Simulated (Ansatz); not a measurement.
Ta3AsAu2O13:

```
Ta As Au O
1.0
     5.72385   -0.00745   -0.00403
     1.30279    6.25499    0.00561
     0.27574    1.30074    8.36754
Ta As Au O
3 1 2 13
Direct
  0.21713 0.30521 0.58431
  0.03325 0.11123 0.99855
  0.58248 0.62145 0.50482
  0.58707 0.89691 0.83049
  0.58004 0.09228 0.18613
  0.04485 0.82077 0.44682
  0.66201 0.69726 0.71088
  0.51632 0.13418 0.69625
  0.85098 0.88773 0.91932
  0.34466 0.87003 0.94651
  0.73015 0.29240 0.03095
  0.24622 0.21809 0.11075
  0.12900 0.09398 0.49104
  0.48032 0.38887 0.43499
  0.05966 0.26685 0.78594
  0.93330 0.53240 0.45645
  0.49975 0.85161 0.34971
  0.25256 0.62988 0.62473
  0.91878 0.95175 0.22636
```

The cell was built by a generator and needn't be a form met in nature.

Base run:

| Property | Result |
| --- | --- |
| Program | Ansatz 0.2.0 |
| Functional | PBE |
| Potentials or basis | all-electron LAPW, scalar-relativistic |
| Cutoff | 522 eV (chosen from the basis error) |
| Basis error allowed | 0.003 eV/atom |
| k mesh | 5 × 5 × 4 |
| Occupations | fermi-dirac, width 0.05 eV |
| Spin | no spin polarisation |

Its results: band gap on the k mesh 1.30 eV, indirect (least direct gap 1.37 eV); pressure 0.1 GPa; largest force 0.020 eV/Å.

Problem. The run is repeated on the same cell with these changes: functional from PBE to revPBE; k mesh from 5 × 5 × 4 to 4 × 4 × 3. What comes out?

Solution. Band gap on the k mesh 1.31 eV, indirect (least direct gap 1.37 eV); pressure 2.4 GPa; largest force 0.195 eV/Å.

Several settings changed at once, so the effect can't be laid on one alone.

Caveats: spin-orbit coupling is left out, which moves the levels of the heavy elements.

A k mesh can miss the band edges.
